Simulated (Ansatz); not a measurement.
# CH₃B₂Cl: one structure at several levels

A test off equilibrium: a structure displaced at random from a GFN2-xTB minimum is computed at several levels, and each is set against CCSD(T).

Program: Ansatz 0.2.0, Gaussian basis. Level of theory: single points in def2-TZVPP. These are calculated values, not measurements.

Cores are frozen in the correlated methods.

### 1 The system as given

SMILES `ClC1BB1`, 7 atoms, charge 0, spin multiplicity 1.

Atoms are counted from 1 here; the program's logs count them from 0.

Bond lengths: Cl1–C2 1.706 Å, C2–B3 1.545 Å, C2–B4 1.671 Å, C2–H5 1.222 Å, B3–B4 1.516 Å, B3–H6 1.171 Å, B4–H7 1.157 Å. Angles: Cl1–C2–B3 119.1°, Cl1–C2–B4 150.0°, Cl1–C2–H5 106.5°, B3–C2–B4 56.1°, B3–C2–H5 132.1°, B4–C2–H5 91.0°, C2–B3–B4 66.2°, C2–B3–H6 123.1°, B4–B3–H6 162.8°, C2–B4–B3 57.7°, C2–B4–H7 126.8°, B3–B4–H7 161.9°.

Geometry (Å):

```mol
CH3B2Cl
  3D, bonds by distance, orders not assigned

  7  7  0  0  0  0  0  0  0  0999 V2000
   -2.0076   -0.5968   -0.7467 Cl  0  0
   -0.3673   -0.2503   -0.4335 C   0  0
   -0.0129    0.9505    0.4715 B   0  0
    0.9321   -0.2264    0.6166 B   0  0
    0.2830   -0.8728   -1.2594 H   0  0
   -0.7647    1.8169    0.7072 H   0  0
    1.8787   -0.8901    0.5637 H   0  0
  1  2  8  0
  2  3  8  0
  2  4  8  0
  2  5  8  0
  3  4  8  0
  3  6  8  0
  4  7  8  0
M  END
```

### 2 CCSD(T)/def2-TZVPP

run/in.yaml

```yaml
crystal:
  periodic: [false, false, false]
  atoms:
    - {symbol: Cl, position_ang: [-2.007600, -0.596800, -0.746700]}
    - {symbol: C, position_ang: [-0.367300, -0.250300, -0.433500]}
    - {symbol: B, position_ang: [-0.012900, 0.950500, 0.471500]}
    - {symbol: B, position_ang: [0.932100, -0.226400, 0.616600]}
    - {symbol: H, position_ang: [0.283000, -0.872800, -1.259400]}
    - {symbol: H, position_ang: [-0.764700, 1.816900, 0.707200]}
    - {symbol: H, position_ang: [1.878700, -0.890100, 0.563700]}
basis:
  gaussian: {orbitals: def2-TZVPP}
correlation: {method: ccsd_t}
output: {forces: true}
```

The command line of these runs was not kept.

### 3 PBE0-D4/def2-TZVPP

Edit run/in.yaml of step 2 so:

```diff
@@ -12,3 +12,3 @@
   gaussian: {orbitals: def2-TZVPP}
-correlation: {method: ccsd_t}
-output: {forces: true}
+hamiltonian: {xc: pbe0, dispersion: d4}
+output: {forces: true, orbitals: {seedname: orbitals}}
```

### 4 wB97M-V/def2-TZVPP

Edit run/in.yaml of step 3 so:

```diff
@@ -12,3 +12,3 @@
   gaussian: {orbitals: def2-TZVPP}
-hamiltonian: {xc: pbe0, dispersion: d4}
-output: {forces: true, orbitals: {seedname: orbitals}}
+hamiltonian: {xc: {name: wB97M-V}}
+output: {forces: true}
```

### 5 r2SCAN-D4/def2-TZVPP

Edit run/in.yaml of step 4 so:

```diff
@@ -12,3 +12,3 @@
   gaussian: {orbitals: def2-TZVPP}
-hamiltonian: {xc: {name: wB97M-V}}
+hamiltonian: {xc: r2scan, dispersion: d4}
 output: {forces: true}
```

### 6 PBE-D4/def2-TZVPP

Edit run/in.yaml of step 5 so:

```diff
@@ -12,3 +12,3 @@
   gaussian: {orbitals: def2-TZVPP}
-hamiltonian: {xc: r2scan, dispersion: d4}
+hamiltonian: {xc: pbe, dispersion: d4}
 output: {forces: true}
```

### 7 BLYP-D4/def2-TZVPP

Edit run/in.yaml of step 6 so:

```diff
@@ -12,3 +12,3 @@
   gaussian: {orbitals: def2-TZVPP}
-hamiltonian: {xc: pbe, dispersion: d4}
+hamiltonian: {xc: {name: BLYP}, dispersion: d4}
 output: {forces: true}
```

### 8 LC-wPBE/def2-TZVPP

Edit run/in.yaml of step 7 so:

```diff
@@ -12,3 +12,3 @@
   gaussian: {orbitals: def2-TZVPP}
-hamiltonian: {xc: {name: BLYP}, dispersion: d4}
+hamiltonian: {xc: {name: LC-wPBE}}
 output: {forces: true}
```

(Steps that only read results are left out.)

Q: Predict the outcome of this session. Wanted: energy less free atoms, CCSD(T)/def2-TZVPP; RMS force component; RMS force error; HOMO and LUMO, PBE0-D4; T1 diagnostic.

**Answer**, as computed:

```
                                  quantity                                                                                           value
energy less free atoms, CCSD(T)/def2-TZVPP                                                                                 -548.6 kcal/mol
                       RMS force component                                                            0.891 to 0.991 eV/Å over the methods
                           RMS force error  PBE0-D4 0.205, wB97M-V 0.180, r2SCAN-D4 0.164, PBE-D4 0.192, BLYP-D4 0.167, LC-wPBE 0.312 eV/Å
                    HOMO and LUMO, PBE0-D4                                                                              -7.53 and -2.63 eV
                             T1 diagnostic                                                                                           0.017
```

**Reading.** Against CCSD(T) the functionals' energies less atoms differ by -44.7 to -21.8 kcal/mol, PBE-D4 by -44.7 kcal/mol. CCSD(T) in triple zeta still lacks some correlation energy of the bonds, so part of these gaps is its own basis error and they don't rank the functionals. For forces r2SCAN-D4 does best and LC-wPBE worst. Frozen-core CCSD(T) forces in triple zeta carry basis errors of their own, and this is one geometry, so small gaps rank nothing.
